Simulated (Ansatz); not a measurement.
## La3Zn and its elements: a formation energy from the elements

Run with Ansatz 0.2.0 through its Python package.

`la3zn_la3zn.vasp`
```text
La3Zn
1.0
   4.96366300    0.00000000    0.00000000
   0.00000000    4.96366300    0.00000000
   0.00000000    0.00000000    4.96366300
La Zn
3 1
Direct
   0.00000000    0.50000000    0.50000000
   0.50000000    0.00000000    0.50000000
   0.50000000    0.50000000    0.00000000
   0.00000000    0.00000000    0.00000000
```

The script reads `la3zn_la.cif`:
```cif
data_La
_cell_length_a 3.770000
_cell_length_b 3.770000
_cell_length_c 12.159000
_cell_angle_alpha 90.00000
_cell_angle_beta 90.00000
_cell_angle_gamma 120.00000
_symmetry_space_group_name_H-M 'P 1'
_symmetry_Int_Tables_number 1
loop_
_symmetry_equiv_pos_as_xyz
'x, y, z'
loop_
_atom_site_label
_atom_site_type_symbol
_atom_site_fract_x
_atom_site_fract_y
_atom_site_fract_z
La1 La    0.000000    0.000000    0.000000
La2 La    0.000000    0.000000    0.500000
La3 La    0.333333    0.666667    0.750000
La4 La    0.666667    0.333333    0.250000
```

Input file `la3zn_zn.xyz`:
```text
2
Lattice="2.67 0.0 0.0 -1.335 2.31228783 0.0 0.0 0.0 4.966" Properties=species:S:1:pos:R:3 pbc="T T T"
Zn   -0.00000000    1.54152522    1.24150000
Zn    1.33500000    0.77076261    3.72450000
```

`la3zn.py`:
```python
"""Is La3Zn bound against its elements, after relaxing cells and atoms."""

from collections import Counter
import warnings

import ansatz as az
from ase.io import read
import numpy as np


def compute(name, crystal):
    calc = (
        crystal.calculation()
        .functional("r2scan")
        .accuracy("low")
        .mixing("msr1", preconditioner="resta")
        .basis(620)
        .kpoints(spacing=0.39)
        .occupations("fermi_dirac", width=0.1)
        .stress()
    )
    calc = calc.relax(force_tolerance=0.01, max_steps=40, cell=True)
    return calc.run(threads=1, backend="cpu")


def counts(outcome):
    return Counter(site.symbol for site in outcome.lattice.sites)

def formation_energy(outcome, mu):
    n = counts(outcome)
    return (outcome.report["energy_sigma0_ev"] - sum(k * mu[element] for element, k in n.items())) / sum(n.values())


def volume_per_atom(outcome):
    return abs(np.linalg.det(outcome.lattice.cell_ang)) / len(outcome.lattice.sites)

warnings.simplefilter("ignore")

phases = {}
atoms = read("la3zn_la3zn.vasp", format="vasp")
la3zn = az.Crystal.from_ase(atoms)
phases["La3Zn"] = la3zn
atoms = read("la3zn_la.cif")
la = az.Crystal.from_ase(atoms)
phases["La"] = la
zn = az.Crystal.from_extxyz("la3zn_zn.xyz")
phases["Zn"] = zn

done = {}
for name, crystal in phases.items():
    done[name] = compute(name, crystal)
    print(f"{name}: {done[name].report['energy_sigma0_ev']:.4f} eV, {len(done[name].lattice.sites)} atoms")

# chemical potentials of the elements at zero temperature
references = {"La": "La", "Zn": "Zn"}
mu = {element: done[name].report["energy_sigma0_ev"] / len(done[name].lattice.sites) for element, name in references.items()}

target = done["La3Zn"]
heat = formation_energy(target, mu)
rows = [(name, len(o.lattice.sites), volume_per_atom(o), formation_energy(o, mu)) for name, o in done.items()]
print("     phase       atoms  V (A^3/atom)  E_form (eV/atom)")
for row in rows:
    print(f"{str(row[0]):>10}  {row[1]:10d}  {row[2]:12.3f}  {row[3]:16.4f}")
```

Running `python la3zn.py` prints:
```text
La3Zn: -22120.0100 eV, 4 atoms
La: -25058.6396 eV, 4 atoms
Zn: -6651.4100 eV, 2 atoms
     phase       atoms  V (A^3/atom)  E_form (eV/atom)
     La3Zn           4        30.399           -0.0813
        La           4        37.524            0.0000
        Zn           2        14.408            0.0000
```

Caveats:
- These settings explore the input space; cutoff and mesh may be short of convergence.
- For the metals among these phases the mesh is modest: differences between phases can be off by up to 40 meV an atom.
- The cells come from databases of deposited and of computed structures, and not all need be stable phases.
- The compound is the structure given, not necessarily its lowest; energies are at zero temperature, with no correction for gases. A semilocal functional's error on such energies is often 0.05 to 0.1 eV an atom, and 0.1 to 0.3 eV against gases such as O2 or F2.
- Hardware and time: 69 s on 1 thread of Arm Neoverse V2, on a shared host, peak memory 0.77 GiB.
